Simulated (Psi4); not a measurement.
**GeH3F (fluorogermane): wB97X-D/def2-SVPD (density fitting, sweep point 5)**

Wanted: energy and gradient of GeH3F (fluorogermane). 

The calculation is run with Psi4 1.11.

6 further runs of the same task are left out: 1 that didn't finish, 5 set aside as unsound or not needed.

## (1) The structure to begin with

The species is GeH3F (5 atoms), meant as a singlet with charge 0. SMILES: `[F][GeH3]`. Geometry: relaxed at PBE0-D4/def2-TZVP.

Bond lengths: F1–Ge2 1.742 Å, Ge2–H3 1.533 Å, Ge2–H4 1.533 Å, Ge2–H5 1.533 Å. Angles: F1–Ge2–H3 106.2°, F1–Ge2–H4 106.2°, F1–Ge2–H5 106.3°, H3–Ge2–H4 112.5°, H3–Ge2–H5 112.5°, H4–Ge2–H5 112.5°.

## (2) Energy and gradient at wB97X-D/def2-SVPD (density fitting, sweep point 5)

run.py

```python
import psi4

psi4.set_memory(1600000000)
psi4.set_num_threads(1)
psi4.set_output_file('run.log', False)

molecule = psi4.geometry("""
0 1
F     -1.046500     0.474300     1.162200
Ge     0.068200    -0.041600    -0.072800
H      1.331000    -0.512000     0.658600
H     -0.627800    -1.178000    -0.831200
H      0.325100     1.183600    -0.958100
units angstrom
symmetry c1
""")

psi4.set_options({
    'basis': 'def2-SVPD',
    'scf_type': 'df',
    'orbital_optimizer_package': 'ooo',
})

energy_value = psi4.gradient('wb97x-d', molecule=molecule)
print('gradient / Eh bohr^-1')
print(energy_value.np.round(6))
```

Run with:

```
$ python run.py
```

run.log:

```text
[...]
  Running in c1 symmetry.
[...]
  Nuclear repulsion =  126.699029936138061
[...]
  Multiplicity = 1
[...]
  Nalpha       = 22
  Nbeta        = 22
[...]
    Number of basis functions: 85
[...]
   @DF-RKS iter   1: -2177.09444038597940   -2.17709e+03   2.80701e-02 ADIIS+DIIS
[...]
   @DF-RKS iter  12: -2178.37530562359552   -5.00222e-12   6.27432e-09 Converged
[...]
    Orbital Energies [Eh]
    ---------------------
    Doubly Occupied:
       1A   -398.995181     2A    -49.965497     3A    -44.477913
       4A    -44.476874     5A    -44.476874     6A    -24.789096
       7A     -6.369265     8A     -4.538362     9A     -4.533680
      10A     -4.533679    11A     -1.361630    12A     -1.347463
      13A     -1.347458    14A     -1.343623    15A     -1.343614
      16A     -1.218043    17A     -0.670869    18A     -0.517170
      19A     -0.509243    20A     -0.509238    21A     -0.428225
      22A     -0.428199
[...]
  @DF-RKS Final Energy: -2178.37630271439684
   => Energetics <=
    Nuclear Repulsion Energy =            126.6990299361380607
    One-Electron Energy =               -3287.6281935847728164
    Two-Electron Energy =                1049.7903219408460700
    DFT Exchange-Correlation Energy =     -67.2364639158064819
    Empirical Dispersion Energy =          -0.0009970908019359
    VV10 Nonlocal Energy =                  0.0000000000000000
    Total Energy =                      -2178.3763027143968429
[...]
 Multipole Moments:
 ------------------------------------------------------------------------------------
     Multipole            Electronic (a.u.)      Nuclear  (a.u.)        Total (a.u.)
 ------------------------------------------------------------------------------------
 L = 1.  Multiply by 2.5417464519 to convert [e a0] to [Debye]
 Dipole X            :          0.3476784            0.2320869            0.5797652
 Dipole Y            :         -0.1603854           -0.1077987           -0.2681841
 Dipole Z            :         -0.3856565           -0.2568343           -0.6424908
 Magnitude           :                                                    0.9060049
[...]
  -Total Gradient:
     Atom            X                  Y                   Z
    ------   -----------------  -----------------  -----------------
       1        0.006626460236    -0.003073832416    -0.007333961353
       2       -0.008256675677     0.003816149464     0.009100267216
       3        0.000819324433    -0.000325884461     0.000231597966
       4       -0.000290821072    -0.000683471745    -0.000519035389
       5        0.000288855990     0.000589751511    -0.000638082413
[...]
```

The script printed:

```text
gradient / Eh bohr^-1
[[ 0.006626 -0.003074 -0.007334]
 [-0.008257  0.003816  0.0091  ]
 [ 0.000819 -0.000326  0.000232]
 [-0.000291 -0.000683 -0.000519]
 [ 0.000289  0.00059  -0.000638]]
```

It took 5.7 s on 1 thread of Intel Xeon 6975P-C (Granite Rapids), shared host; peak memory 0.52 GiB.

## (3) Results

At wB97X-D/def2-SVPD (density fitting, sweep point 5):

| quantity | value |
| --- | --- |
| total energy | -2178.37630 Eh |
| dipole moment | 2.30 D |
| HOMO energy | -11.65 eV |
| LUMO energy | 1.49 eV |
| HOMO–LUMO gap | 13.14 eV |
| dispersion energy | -2.62 kJ/mol |
| largest force on an atom | 0.662 eV/Å |

**Reading.** The largest force is 0.66 eV/Å: the shape isn't a stationary point for this species at this level.
